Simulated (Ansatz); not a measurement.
# Si2W: the cost of one run

Computed with Ansatz 0.2.0 (DFT LDA, scalar-relativistic, plane waves, PAW, unless a step's input says otherwise).

17 further runs of the same task are left out: 17 set aside as unsound or not needed. Runs told in other sessions of the task aren't counted.

### Step 1. The starting structure

Symmetry: I4/mmm, No. 139, tetragonal system. Conventional cell: a = 3.186 Å, b = 3.186 Å, c = 7.772 Å, α = 90.00°, β = 90.00°, γ = 90.00°. Si (site symmetry 4mm) has 5 Si at 2.57 to 2.61 Å and 5 W at 2.59 to 2.60 Å in its first shell of neighbours. W (site symmetry 4/mmm) is surrounded by 10 Si at 2.59 to 2.60 Å.

As a file:

```cif
data_structure
_symmetry_space_group_name_H-M 'I4/mmm'
_symmetry_Int_Tables_number 139
_cell_length_a 3.1857
_cell_length_b 3.1857
_cell_length_c 7.7725
_cell_angle_alpha 90.000
_cell_angle_beta 90.000
_cell_angle_gamma 90.000
_cell_volume 78.88
loop_
_atom_site_label
_atom_site_type_symbol
_atom_site_symmetry_multiplicity
_atom_site_Wyckoff_symbol
_atom_site_fract_x
_atom_site_fract_y
_atom_site_fract_z
_atom_site_occupancy
Si1 Si 4 e 0.00000 0.00000 0.33466 1
W1 W 2 a 0.00000 0.00000 0.00000 1
```

It is the result of an earlier relaxation at this level (volume 13.15 Å³/atom; gap on the mesh: none (metal)).

### Step 2. The scan

The energy is mapped over volume and the cell's shape.

First coordinate, volume per atom: 7 values from 11.57 to 14.72 Å³. Second coordinate, c/a of the conventional cell: 7 values from 2.034 to 2.927.

Nothing else is relaxed (fractional coordinates fixed). Energies count from the relaxed crystal. Points are written as (first, second).

### Step 3. The run at (11.57 Å³, 2.592)

File input.yaml:

```yaml
crystal:
  lattice:
    - [-1.4958395917, 1.4958395917, 3.8778145575]
    - [1.4958395917, -1.4958395917, 3.8778145575]
    - [1.4958395917, 1.4958395917, -3.8778145575]
  atoms:
    - { symbol: Si, position: [0.3346644983, 0.3346644983, 0.0] }
    - { symbol: Si, position: [0.6653355017, 0.6653355017, 0.0] }
    - { symbol: W, position: [0.0, 0.0, 0.0] }
basis:
  ecutwfc: 420
kpoints:
  mp_grid: { grid: [20, 20, 20] }
hamiltonian:
  xc: lda
  pseudopotentials: { kind: paw, azcp: { folder: soft_1 } }
scf:
  occupations: { method: gaussian, width: 0.15 }
output:
  forces: true
  stress: true
  eigenvalues: true
```

Launch:

```sh
$ ansatz run input.yaml --threads 2 --pin off --max-ram 4096MiB --backend cpu --events-out ev --progress --plain --runs-dir out
```

Q: Estimate wall time and peak memory on 2 threads of Arm Neoverse N1, shared host.

About 16 s, with a peak of 0.53 GiB.
